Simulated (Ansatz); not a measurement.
Geometry optimisation, DFT PBE-D3(BJ), scalar-relativistic, plane waves, PAW in Ansatz.

Input file:

```yaml
crystal:
  lattice:
    - [7.398, 0.0, 0.0]
    - [-3.699, 6.406856, 0.0]
    - [0.0, 0.0, 13.0]
  atoms:
    - { symbol: C, position: [0.0, 0.0, 0.0769231] }
    - { symbol: C, position: [0.2222222, 0.1111111, 0.0769231] }
    - { symbol: C, position: [0.0, 0.3333333, 0.0769231] }
    - { symbol: C, position: [0.2222222, 0.4444444, 0.0769231] }
    - { symbol: C, position: [0.0, 0.6666667, 0.0769231] }
    - { symbol: C, position: [0.2222222, 0.7777778, 0.0769231] }
    - { symbol: C, position: [0.3333333, 0.0, 0.0769231] }
    - { symbol: C, position: [0.5555556, 0.1111111, 0.0769231] }
    - { symbol: C, position: [0.3333333, 0.3333333, 0.0769231] }
    - { symbol: C, position: [0.5555556, 0.4444444, 0.0769231] }
    - { symbol: C, position: [0.3333333, 0.6666667, 0.0769231] }
    - { symbol: C, position: [0.5555556, 0.7777778, 0.0769231] }
    - { symbol: C, position: [0.6666667, 0.0, 0.0769231] }
    - { symbol: C, position: [0.8888889, 0.1111111, 0.0769231] }
    - { symbol: C, position: [0.6666667, 0.3333333, 0.0769231] }
    - { symbol: C, position: [0.8888889, 0.4444444, 0.0769231] }
    - { symbol: C, position: [0.6666667, 0.6666667, 0.0769231] }
    - { symbol: C, position: [0.8888889, 0.7777778, 0.0769231] }
    - { symbol: O, position: [0.2398143, 0.9382215, 0.1776923] }
    - { symbol: H, position: [0.1516984, 0.9954421, 0.1930769] }
    - { symbol: H, position: [0.1562709, 0.7923056, 0.1930769] }
basis:
  ecutwfc: 420.0
kpoints:
  mp_grid: { grid: [2, 2, 1] }
hamiltonian:
  xc: pbe
  dispersion: d3bj
  pseudopotentials: { kind: paw, azcp: { folder: soft_1 } }
scf:
  occupations: { method: fermi_dirac, width: 0.05 }
  lower_state_search: "off"
relax:
  f_tol: 0.03
  max_steps: 60
  adjacent_minimum: "off"
output:
  write_density: true
  write_potential: true
  elf: true
  volumetric_format: npy
```

Run as:

```bash
$ ansatz run input.yaml --threads 1 --pin off --max-ram 3072MiB --backend cpu --events-out ev --progress --plain --runs-dir out
```

Q: Where does it end, and by what steps?

A: The run converged. The force dipped under the threshold on the way, but the program's further checks kept it going. Limits of this set-up: coarse k mesh, slab without dipole correction. After 28 steps the energy has fallen by 8.171 eV; O19 moved furthest, 1.90 Å. The start is strongly strained (largest force component 15 eV/Å), so its close contacts needn't be bonds. Parted: C7–O19 (1.44 → 3.54 Å).

```csv
step,energy less start (eV),largest force component (eV/Å),accepted
0,0.0000,14.702,yes
1,-3.5371,8.937,yes
2,-5.1695,4.808,yes
3,-6.1322,3.386,yes
4,-6.9834,2.507,yes
5,-7.5799,1.020,yes
6,-7.8987,0.714,yes
7,-8.0645,0.436,yes
8,-8.1376,0.168,yes
9,-8.1617,0.128,yes
10,-8.1624,0.246,yes
11,-8.1624,0.241,no
12,-8.1624,0.246,yes
13,-8.1423,1.043,no
14,-8.1668,0.083,yes
15,-8.1675,0.090,yes
16,-8.1678,0.040,yes
17,-8.1679,0.192,yes
18,-8.1683,0.179,yes
19,-8.1694,0.013,yes
20,-8.1694,0.013,yes
21,-8.1694,0.144,yes
22,-8.1698,0.049,yes
23,-8.1702,0.096,yes
24,-8.1704,0.049,yes
25,-8.1704,0.063,no
26,-8.1704,0.049,yes
27,-8.1704,0.061,no
28,-8.1706,0.020,yes
```

```xyz
21
Lattice="7.3980 0.0000 0.0000 -3.6990 6.4069 0.0000 0.0000 0.0000 13.0000" Properties=species:S:1:pos:R:3
C 0.020 -0.006 0.780
C 1.254 0.707 0.782
C -1.206 2.128 0.784
C 0.020 2.835 0.785
C -2.445 4.258 0.780
C -1.206 4.974 0.782
C 2.494 -0.008 0.781
C 3.720 0.700 0.783
C 1.255 2.123 0.785
C 2.494 2.839 0.784
C 0.021 4.266 0.785
C 1.255 4.978 0.784
C 4.954 -0.013 0.784
C 6.192 0.703 0.783
C 3.720 2.131 0.784
C 4.953 2.843 0.783
C 2.494 4.263 0.783
C 3.719 4.971 0.779
O -2.358 5.762 4.070
H -2.442 6.579 3.553
H -1.647 5.280 3.617
```

Time of the run: 3.5 min on 1 thread of Arm Neoverse V2 (shared host), peak memory 0.71 GiB.
